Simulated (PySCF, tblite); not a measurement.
**C2H13NSSi4: geometry, infrared bands and NMR shifts**

Wanted: the infrared bands and NMR shifts of C2H13NSSi4 (`C[SiH2]S[Si@@H]1NC[Si@H]1[SiH3]`), by calculation.

The runs use tblite 0.8.0 and PySCF 2.14.0, with density-fitted response routines of our own; the level of theory stands in each step. All values are computed, except where a source is named. Atoms are numbered from 0 throughout.

### 1 The molecule as given

21 atoms, charge 0, multiplicity 1; geometry from: force field or distance geometry start.

Bonds of the start (Å): C0–Si1 1.88, Si1–S2 2.10, S2–Si3 2.08, Si3–N4 1.77, N4–C5 1.47, C5–Si6 1.84, Si6–Si7 2.20, Si6–Si3 2.25, C0–H8 1.11, C0–H9 1.11, C0–H10 1.10, Si1–H11 1.46, Si1–H12 1.49, Si3–H13 1.46, N4–H14 1.04, C5–H15 1.12, C5–H16 1.10, Si6–H17 1.45, Si7–H18 1.48, Si7–H19 1.46, Si7–H20 1.48.

### 2 Relaxing the molecule with GFN2-xTB

What the job is given:

```
{"job": {"kind": "relax", "xc": "GFN2-xTB", "basis": "xTB"}, "charge": 0, "multiplicity": 1}
C      3.958300     0.211300    -1.199300
Si     2.704400    -0.401700     0.057400
S      1.301200     1.134200     0.358500
Si    -0.529700     0.606500     1.184100
N     -0.853800    -1.044600     1.734800
C     -2.272800    -0.838900     1.414600
Si    -1.767400    -0.516100    -0.321100
Si    -2.862600     0.985200    -1.490700
H      4.817400    -0.482300    -1.295100
H      3.472600     0.264900    -2.200600
H      4.301300     1.225000    -0.942400
H      2.157600    -1.662200    -0.434400
H      3.422300    -0.593700     1.346700
H     -1.274600     1.675600     1.837000
H     -0.747100    -1.245800     2.746400
H     -2.838200    -1.788300     1.589500
H     -2.771400    -0.040900     1.978700
H     -1.080400    -1.577800    -1.027400
H     -3.296200     2.105800    -0.627000
H     -3.956400     0.423300    -2.275300
H     -1.893400     1.577400    -2.434800
```

Run with:

```bash
$ OMP_NUM_THREADS=1 python probes_run.py task.json out
```

This one command runs all jobs of the session in turn.

**Question.** This job is followed by: GFN2-xTB harmonic vibrations, gas phase; GIAO PBE0/pcSseg-1 NMR shielding, non-relativistic, gas phase. Predict these results of the whole session: strongest single infrared mode (GFN2-xTB); zero-point energy (GFN2-xTB); 13C shifts against TMS (PBE0/pcSseg-1); 1H shifts against TMS (PBE0/pcSseg-1, means over atoms taken as alike); 29Si shifts against TMS (PBE0/pcSseg-1); 33S shifts against CS2 (PBE0/pcSseg-1); 15N shifts against NH3 (PBE0/pcSseg-1).

The runs gave:

| quantity | value |
| --- | --- |
| strongest single infrared mode (GFN2-xTB) | 2270 cm⁻¹, 390 km/mol |
| zero-point energy (GFN2-xTB) | 87.2 kcal/mol |
| 13C shifts against TMS (PBE0/pcSseg-1) | 34.9, -0.3 ppm |
| 1H shifts against TMS (PBE0/pcSseg-1, means over atoms taken as alike) | 6.21, 5.16, 4.92, 4.79, 3.52, 3.32, 3.18, 0.67, 0.44 ppm |
| 29Si shifts against TMS (PBE0/pcSseg-1) | 2.9, -31.8, -50.1, -118.0 ppm |
| 33S shifts against CS2 (PBE0/pcSseg-1) | -184 ppm |
| 15N shifts against NH3 (PBE0/pcSseg-1) | 57.2 ppm |

What this shows: The optimisation took 176 steps and gained 2.024 eV; among the close pairs (by a distance rule), Si6–Si7 changed most, from 2.196 to 2.310 Å. The lowest mode is imaginary (29i cm⁻¹), so the xTB geometry is not a minimum. The strongest single mode, at 2270 cm⁻¹, moves mainly H11 and H12. Unscaled tight-binding wavenumbers are off by several per cent, some by more. Its intensities can rank the bands wrongly. The most deshielded carbon is C5 (sp3 CH2 bonded to N and Si), at 34.9 ppm: pulled downfield by the heteroatom. At PBE0/pcSseg-1: The largest span, 236 ppm, is at S2, where the paramagnetic term is -375 ppm.
